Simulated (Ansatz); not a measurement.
**B (bcc type): how the settings move a single-point run**

Question: which choices in the input matter for B (bcc type)?

Program: Ansatz 0.2.0. Level of theory: reference: DFT, PBEsol, PAW with Ansatz's default frozen-core files, scalar-relativistic. These are calculated values, not measurements.

2 further runs of the same task are left out: 2 that didn't finish. Runs told in other sessions of the task aren't counted.

## 1. The structure to begin with

Symmetry: Im-3m, No. 229, cubic system. Conventional cell: a = 1.823 Å, b = 1.823 Å, c = 1.823 Å, α = 90.00°, β = 90.00°, γ = 90.00°. B (site symmetry m-3m) is surrounded by 8 B at 1.58 Å.

Coordinates:

```cif
data_structure
_symmetry_space_group_name_H-M 'Im-3m'
_symmetry_Int_Tables_number 229
_cell_length_a 1.8234
_cell_length_b 1.8234
_cell_length_c 1.8234
_cell_angle_alpha 90.000
_cell_angle_beta 90.000
_cell_angle_gamma 90.000
_cell_volume 6.06
loop_
_atom_site_label
_atom_site_type_symbol
_atom_site_symmetry_multiplicity
_atom_site_Wyckoff_symbol
_atom_site_fract_x
_atom_site_fract_y
_atom_site_fract_z
_atom_site_occupancy
B1 B 2 a 0.00000 0.00000 0.00000 1
```

## 2. Reference

Input file input.yaml:

```yaml
crystal:
  lattice:
    - [-0.9116830757, 0.9116830757, 0.9116830757]
    - [0.9116830757, -0.9116830757, 0.9116830757]
    - [0.9116830757, 0.9116830757, -0.9116830757]
  atoms:
    - { symbol: B, position: [0.0, 0.0, 0.0] }
kpoints:
  mp_grid: { grid: [25, 25, 25] }
scf:
  occupations: { method: fermi_dirac, width: 0.08 }
hamiltonian:
  xc: pbesol
  pseudopotentials: { kind: paw }
output:
  forces: true
  stress: true
  eigenvalues: true
  populations: true
```

On the command line:

```
ansatz run input.yaml --threads 1 --pin off --max-ram 2048MiB --backend cpu --events-out ev --progress --plain --runs-dir out
```

## 3. Changing settings: dr2_threshold 1.0e-11, scf.algorithm density_mixing, ecutwfc 14.7 Ry

Edit input.yaml of step 2 so:

```diff
@@ -11,2 +11,4 @@
   occupations: { method: fermi_dirac, width: 0.08 }
+  convergence: { dr2_threshold: 1.0e-11 }
+  algorithm: density_mixing
 hamiltonian:
@@ -19 +21,7 @@
   populations: true
+  write_density: true
+  write_potential: true
+  elf: true
+  volumetric_format: npy
+basis:
+  ecutwfc: "14.7 Ry"
```

What does the calculation give? Wanted: for each run, ending; energy change; pressure; gap; force.

The runs gave:

```tsv
run	ending	energy change	pressure (GPa)	gap (eV)	force (eV/Å)	cycles	time
reference	converged	0	585.8	0.00	0.00	6	2.1 s
1: dr2_threshold 1.0e-11, scf.algorithm density_mixing, ecutwfc 14.7 Ry	converged	+820.0 meV/atom	673.3	0.00	0.00	6	1.1 s
```

Times don't compare one to one where runs were asked for different outputs or read a saved state (see the inputs); cycles may leave out searches for a lower state.

Residual by cycle in the longest SCF loop of each run; runs are numbered as in the table. The quantity is the density residual dr2, in eV.

```tsv
cycle	reference	run 1
1	7.5e-4	0.00658
2	1.7e-4	0.00154
3	1.2e-7	8.0e-7
4	5.3e-10	9.3e-9
5	3.0e-13	4.2e-12
6	2.1e-16	7.8e-15
```

**Reading.** Changing the convergence setting, solver and cutoff moves the energy by +820.0 meV/atom, and the pressure goes from 585.8 to 673.3 GPa. The log warns that the cutoff is under what these potentials recommend, so the shift is basis error. Run 1 ran under the cutoff that the potentials recommend, as the log warns, so basis error is mixed into its values. The structure is not at rest: the sound run finds 586 GPa, so these are no properties of the relaxed crystal. 

At pressures up to 673 GPa the PAW spheres may overlap and frozen cores may not hold, so those PAW values are rough without an all-electron check.
